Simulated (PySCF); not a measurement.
**[Nd(HCN)]2+: other functionals and bases at one geometry**

An exercise on one series of results from a longer session: the logs are not shown, and one member is left open.

Method: several levels, as the steps say, no spin–orbit coupling; program: PySCF 2.14.0.

1 further run of the same task is left out (for a known fault of the program).

**Where the work starts**

4 atoms, charge 2, spin multiplicity 1.

Bond lengths: Nd1–N2 2.568 Å, N2–C3 1.154 Å, C3–H4 1.094 Å. Angles: Nd1–N2–C3 180.0°, N2–C3–H4 180.0°.

As a file:

```
Nd    0.0000    0.0000   -0.4060
N     0.0000    0.0000    2.1618
C     0.0000    0.0000    3.3154
H     0.0000    0.0000    4.4093
```

Formal oxidation states: Nd +2. Each metal's 4 4f electrons lie in its core potential, so multiplicities, spins and levels count the valence alone. An earlier session relaxed this geometry at PBE0, Nd lcecp-0-SVP with ECP50, N def2-SVP, C def2-SVP, H def2-SVP (singlet, point group C∞v).

At PBE0 on the finer grid: E = -120.466033 Eh, frontier levels not given, since the 4f levels lie in the core, Mulliken charge on Nd1 +1.79 e, largest force component 0.000 eV/Å. 

Levels to run: HF; r2SCAN; PBE0, TZVP. Hardware: 2 threads of Arm Neoverse V1, shared host.

Set-up of the first run:

Input file run.py (the lines that set the calculation):

```python
mol = gto.M(atom='''
Nd     0.00000     0.00000    -0.40600
N      0.00000     0.00000     2.16180
C      0.00000     0.00000     3.31541
H      0.00000     0.00000     4.40929''',
    basis={'Nd': 'lcecp-0-SVP', 'N': 'def2-SVP', 'C': 'def2-SVP', 'H': 'def2-SVP'},
    ecp={'Nd': 'lcecp-0-SVP'},
    charge=2, spin=0)
mf = scf.RHF(mol)
mf = mf.density_fit()  # fitting sets: Nd AutoAux, N def2-universal-JKFIT, C def2-universal-JKFIT, H def2-universal-JKFIT
mf.conv_tol = 1e-08; mf.max_cycle = 55
mf.kernel(dm0)  # dm0: the density of the relaxed state
```

Run with:

```bash
OMP_NUM_THREADS=2 python run.py
```

Among the steps run: HF; r2SCAN; PBE0, TZVP.

One of the session's tables, all rows but one given; the rest of the session is left out.

| level | charge on Nd1 (e) | dipole (D) | largest force component (eV/Å) |
| --- | --- | --- | --- |
| PBE0 (relaxed here) | 1.79 | 2.08 | 0.00 |
| HF | ? | ? | ? |
| r2SCAN | 1.79 | 2.07 | 0.53 |
| PBE0, TZVP | 1.86 | 2.16 | 1.09 |

Estimate the missing values for HF.

**Answer.** charge on Nd1 (e): 1.85; dipole (D): 2.10; largest force component (eV/Å): 3.18. In the column «charge on Nd1 (e)» it lies between r2SCAN (1.79) and PBE0, TZVP (1.86).

The dipole of a charged species depends on the origin, so these sizes hold for this origin alone.

The largest leftover force, 3.18 eV/Å with HF, stands at a geometry relaxed at another level. With 4f in the core, its levels are missing from HOMO and gap, and its count is fixed, so no charge can pass from the ligands into it. Total energies of different levels can't be compared.
